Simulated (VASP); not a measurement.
**TlBaBr3 in VASP: one cell, several levels of theory**

TlBaBr3 (cubic perovskite), under +5.0 % equal strain in all directions is computed at one geometry. Runs: PBE, r2SCAN. The results are then set beside those of Ansatz 0.2.0 for the same cell. This is a trial cell built on a prototype, not taken from a measured structure, and it needn't be the compound's ground state.

Code: VASP 6.6.1. PAW datasets, plane waves. No spin polarisation. The prototype was imposed, so other structures may be more stable.

**1. The system as given**

The cell comes from an earlier relaxation with r2SCAN in another program.

It is cubic, Pm-3m (No. 221); conventional cell a = 6.541 Å, 55.97 Å³ an atom. Near Ba stand 6 Br at 3.27 Å; near Br stand 2 Ba at 3.27 Å.

Structure file:

```cif
data_structure
_symmetry_space_group_name_H-M 'Pm-3m'
_symmetry_Int_Tables_number 221
_cell_length_a 6.5409
_cell_length_b 6.5409
_cell_length_c 6.5409
_cell_angle_alpha 90.000
_cell_angle_beta 90.000
_cell_angle_gamma 90.000
_cell_volume 279.84
loop_
_atom_site_label
_atom_site_type_symbol
_atom_site_symmetry_multiplicity
_atom_site_Wyckoff_symbol
_atom_site_fract_x
_atom_site_fract_y
_atom_site_fract_z
_atom_site_occupancy
Tl1 Tl 1 a 0.00000 0.00000 0.00000 1
Ba1 Ba 1 b 0.50000 0.50000 0.50000 1
Br1 Br 3 c 0.50000 0.50000 0.00000 1
```

**2. PBE at this geometry**

File INCAR:

```
ENCUT = 520.000000
SIGMA = 0.020000
EDIFF = 1.00e-07
GGA = PE
PREC = Accurate
IBRION = -1
ISIF = 2
ISMEAR = -1
NBANDS = 30
NELM = 120
NSW = 0
LASPH = .TRUE.
LCHARG = .FALSE.
LWAVE = .FALSE.
LREAL = .FALSE.
```

File KPOINTS:

```
KPOINTS created by Atomic Simulation Environment
0
Gamma
4 4 4
0 0 0
```

File KPOINTS_OPT:

```
special points
5
Reciprocal
0.0000000000 0.0000000000 0.0000000000 1
0.0000000000 0.5000000000 0.0000000000 1
0.5000000000 0.5000000000 0.0000000000 1
0.5000000000 0.5000000000 0.5000000000 1
0.0000000000 0.0000000000 0.5000000000 1
```

File POSCAR:

```
Tl Ba Br
 1.0000000000000000
     6.5408556662999997    0.0000000000000000    0.0000000000000000
     0.0000000000000000    6.5408556662999997    0.0000000000000000
     0.0000000000000000    0.0000000000000000    6.5408556662999997
 Tl  Ba  Br
   1   1   3
Cartesian
  0.0000000000000000  0.0000000000000000  0.0000000000000000
  3.2704278331499999  3.2704278331499999  3.2704278331499999
  3.2704278331499999  3.2704278331499999  0.0000000000000000
  3.2704278331499999  0.0000000000000000  3.2704278331499999
  0.0000000000000000  3.2704278331499999  3.2704278331499999
```

Potentials: the recommended PBE PAW datasets, 44 valence electrons in the neutral cell.

Launch:

```
> mpirun -np 1 vasp_std
```

Standard output, without the iteration lines:

```text
POSCAR found type information on POSCAR TlBaBr
 POSCAR found :  3 types and       5 ions
 LDA part: xc-table for (Slater+PW92), standard interpolation
 POSCAR, INCAR and KPOINTS ok, starting setup
 FFT: planning ... GRIDC
 FFT: planning ... GRID_SOFT
 FFT: planning ... GRID
 WAVECAR not read
 entering main loop
 Start KPOINTS_OPT (optional k-point list driver)
k-point batch [1-5\5]
```

OSZICAR:

```text
N       E                     dE             d eps       ncg     rms          rms(c)
DAV:   1     0.313489541535E+03    0.31349E+03   -0.17944E+04   600   0.118E+03
DAV:   2     0.131585851080E+02   -0.30033E+03   -0.29184E+03   874   0.234E+02
DAV:   3    -0.171623401362E+02   -0.30321E+02   -0.30190E+02   762   0.743E+01
DAV:   4    -0.180348935001E+02   -0.87255E+00   -0.87147E+00   864   0.114E+01
DAV:   5    -0.180497624517E+02   -0.14869E-01   -0.14868E-01   778   0.131E+00    0.434E+00
DAV:   6    -0.169414294229E+02    0.11083E+01   -0.14656E+00   674   0.404E+00    0.280E+00
DAV:   7    -0.165248140727E+02    0.41662E+00   -0.11100E+00   688   0.318E+00    0.129E+00
DAV:   8    -0.164477949722E+02    0.77019E-01   -0.15462E-01   704   0.181E+00    0.382E-01
DAV:   9    -0.164385225831E+02    0.92724E-02   -0.47528E-02   756   0.751E-01    0.294E-01
DAV:  10    -0.164398836928E+02   -0.13611E-02   -0.37990E-03   722   0.280E-01    0.610E-02
DAV:  11    -0.164401526387E+02   -0.26895E-03   -0.88079E-04   744   0.128E-01    0.331E-02
DAV:  12    -0.164402297274E+02   -0.77089E-04   -0.13624E-04   752   0.504E-02    0.106E-02
DAV:  13    -0.164402321606E+02   -0.24331E-05   -0.26682E-05   744   0.202E-02    0.320E-03
DAV:  14    -0.164402326457E+02   -0.48515E-06   -0.14417E-06   750   0.533E-03    0.130E-03
DAV:  15    -0.164402330163E+02   -0.37061E-06   -0.43423E-07   642   0.269E-03    0.718E-04
DAV:  16    -0.164402329671E+02    0.49222E-07   -0.35859E-08   452   0.709E-04
   1 F= -.16440233E+02 E0= -.16440233E+02  d E =-.158408E-10
       N       E                     dE             ncg
DAV:   1     0.142347174992E+03   -0.37401E+04      300
DAV:   2    -0.127933632007E+04   -0.14217E+04      428
DAV:   3    -0.143170003803E+04   -0.15236E+03      408
DAV:   4    -0.143464184041E+04   -0.29418E+01      360
DAV:   5    -0.143472998721E+04   -0.88147E-01      440
DAV:   6    -0.143473131902E+04   -0.13318E-02      362
DAV:   7    -0.143473136557E+04   -0.46548E-04      448
DAV:   8    -0.143473136588E+04   -0.31202E-06      318
DAV:   9    -0.143473136589E+04   -0.46957E-08      234
```

The lines after F= are the extra pass for the points of KPOINTS_OPT, at fixed density; their E is not a total energy.

OUTCAR, selected sections:

```text
k-points           NKPTS =     10   k-points in BZ     NKDIM =     10   number of bands    NBANDS=     30

   NELECT =      44.0000    total number of electrons

   dimension x,y,z NGX =    50 NGY =   50 NGZ =   50
   dimension x,y,z NGXF=   100 NGYF=  100 NGZF=  100

  energy-cutoff  :      520.00
  volume of cell :      279.84
      direct lattice vectors                 reciprocal lattice vectors
     6.540855666  0.000000000  0.000000000     0.152885196  0.000000000  0.000000000
     0.000000000  6.540855666  0.000000000     0.000000000  0.152885196  0.000000000
     0.000000000  0.000000000  6.540855666     0.000000000  0.000000000  0.152885196

 k-points in reciprocal lattice and weights: KPOINTS created by Atomic Simulation Env
   0.00000000  0.00000000  0.00000000       0.016
   0.25000000  0.00000000  0.00000000       0.094
   0.50000000  0.00000000  0.00000000       0.047
   0.25000000  0.25000000  0.00000000       0.188
   0.50000000  0.25000000  0.00000000       0.188
   0.50000000  0.50000000  0.00000000       0.047
   0.25000000  0.25000000  0.25000000       0.125
   0.50000000  0.25000000  0.25000000       0.188
   0.50000000  0.50000000  0.25000000       0.094
   0.50000000  0.50000000  0.50000000       0.016

 E-fermi :  -1.4161

 k-point     1 :       0.0000    0.0000    0.0000
  band No.  band energies     occupation
      1     -27.7393      2.00000
      2     -14.2329      2.00000
      3     -14.1750      2.00000
      4     -14.1750      2.00000
      5     -12.9706      2.00000
      6     -12.9706      2.00000
      7     -12.9706      2.00000
      8     -12.9316      2.00000
      9     -12.9316      2.00000
     10     -12.9310      2.00000
     11     -12.9310      2.00000
     12     -12.9310      2.00000
     13      -6.5900      2.00000
     14      -2.5933      2.00000
     15      -2.5933      2.00000
     16      -2.5933      2.00000
     17      -2.1471      2.00000
     18      -2.1471      2.00000
     19      -2.1471      2.00000
     20      -2.0886      2.00000
     21      -2.0886      2.00000
     22      -2.0886      2.00000
     23       1.6998      0.00000
     24       1.6998      0.00000
     25       1.6998      0.00000
     26       3.0818      0.00000
     27       3.1154      0.00000
     28       3.1154      0.00000
     29       3.1154      0.00000
     30       4.0653      0.00000

 k-point     2 :       0.2500    0.0000    0.0000
  band No.  band energies     occupation
      1     -27.7391      2.00000
      2     -14.3308      2.00000
      3     -14.2105      2.00000
      4     -14.1746      2.00000
      5     -12.9704      2.00000
      6     -12.9704      2.00000
      7     -12.9318      2.00000
      8     -12.9316      2.00000
      9     -12.9310      2.00000
     10     -12.9308      2.00000
     11     -12.9308      2.00000
     12     -12.7685      2.00000
     13      -6.5950      2.00000
     14      -2.8170      2.00000
     15      -2.5498      2.00000
     16      -2.5498      2.00000
     17      -2.2605      2.00000
     18      -2.2203      2.00000
     19      -2.2203      2.00000
     20      -2.1693      2.00000
     21      -2.0984      2.00000
     22      -2.0984      2.00000
     23       1.2456      0.00000
     24       1.6081      0.00000
     25       1.6081      0.00000
     26       3.1485      0.00000
     27       3.5006      0.00000
     28       3.5006      0.00000
     29       3.7270      0.00000
     30       4.1302      0.00000

 k-point     3 :       0.5000    0.0000    0.0000
  band No.  band energies     occupation
      1     -27.7389      2.00000
      2     -14.4350      2.00000
      3     -14.2128      2.00000
      4     -14.1743      2.00000
      5     -12.9702      2.00000
      6     -12.9702      2.00000
      7     -12.9319      2.00000
      8     -12.9314      2.00000
      9     -12.9310      2.00000
     10     -12.9305      2.00000
     11     -12.9305      2.00000
     12     -12.5910      2.00000
     13      -6.6000      2.00000
     14      -3.1334      2.00000
     15      -2.4647      2.00000
     16      -2.4647      2.00000
     17      -2.3472      2.00000
     18      -2.3472      2.00000
     19      -2.2797      2.00000
     20      -2.1910      2.00000
     21      -2.0935      2.00000
     22      -2.0935      2.00000
     23       0.9315      0.00000
     24       1.5270      0.00000
     25       1.5270      0.00000
     26       3.1832      0.00000
     27       3.9852      0.00000
     28       3.9852      0.00000
     29       4.1785      0.00000
     30       4.2216      0.00000

 k-point     4 :       0.2500    0.2500    0.0000
  band No.  band energies     occupation
      1     -27.7389      2.00000
      2     -14.3381      2.00000
      3     -14.3194      2.00000
      4     -14.1916      2.00000
      5     -12.9699      2.00000
      6     -12.9318      2.00000
      7     -12.9316      2.00000
      8     -12.9311      2.00000
      9     -12.9310      2.00000
     10     -12.9308      2.00000
     11     -12.7699      2.00000
     12     -12.7664      2.00000
     13      -6.5962      2.00000
     14      -2.8679      2.00000
     15      -2.7373      2.00000
     16      -2.5105      2.00000
     17      -2.4591      2.00000
     18      -2.2714      2.00000
     19      -2.2333      2.00000
     20      -2.2110      2.00000
     21      -2.1614      2.00000
     22      -2.0443      2.00000
     23       1.1957      0.00000
     24       1.4841      0.00000
     25       1.5255      0.00000
     26       3.4864      0.00000
     27       3.5177      0.00000
     28       3.7713      0.00000
     29       4.0605      0.00000
     30       4.6173      0.00000

[... the tables of k-points 5 to 10 left out ...]

  Total       -2.1699392     -2.1699392     -2.1699392      0.0000000      0.0000000     -0.0000000
  in kB      -12.4238000    -12.4238000    -12.4238000      0.0000000      0.0000000     -0.0000000
  external PRESSURE =     -12.4238000 kB  Pullay stress =       0.0000000 kB

 POSITION                                       TOTAL-FORCE (eV/Angst)
 -----------------------------------------------------------------------------------
      0.00000      0.00000      0.00000         0.000000      0.000000      0.000000
      3.27043      3.27043      3.27043         0.000000      0.000000      0.000000
      3.27043      3.27043      0.00000         0.000000      0.000000      0.000000
      3.27043      0.00000      3.27043         0.000000      0.000000      0.000000
      0.00000      3.27043      3.27043         0.000000      0.000000      0.000000
 -----------------------------------------------------------------------------------
    total drift:                                0.000000     -0.000000      0.000000

  FREE ENERGIE OF THE ION-ELECTRON SYSTEM (eV)
  ---------------------------------------------------
  free  energy   TOTEN  =       -16.4402329671 eV

  energy  without entropy=      -16.4402329671  energy(sigma->0) =      -16.44023297
```

Hardware: 1 MPI rank of Intel Xeon Platinum 8488C, shared host.

The levels at the points of KPOINTS_OPT are read from vasprun.xml.

Band energies at the special points (eV, zero at the top of v, the last band that the electrons fill by count):

| point | v−1 | v | c | c+1 |
| --- | --- | --- | --- | --- |
| Γ | -0.21 | -0.21 | 3.58 | 3.58 |
| X | -0.21 | -0.21 | 2.81 | 3.41 |
| M | -0.43 | 0.00 | 3.19 | 3.19 |
| R | 0.00 | 0.00 | 3.49 | 3.49 |

The PBE gap is 2.81 eV and indirect (R to X), with 3.03 eV as the least direct one. The pressure is -1.24 GPa; the forces vanish within 0.01 eV/Å.

(Part 1 of 2 ends here.)
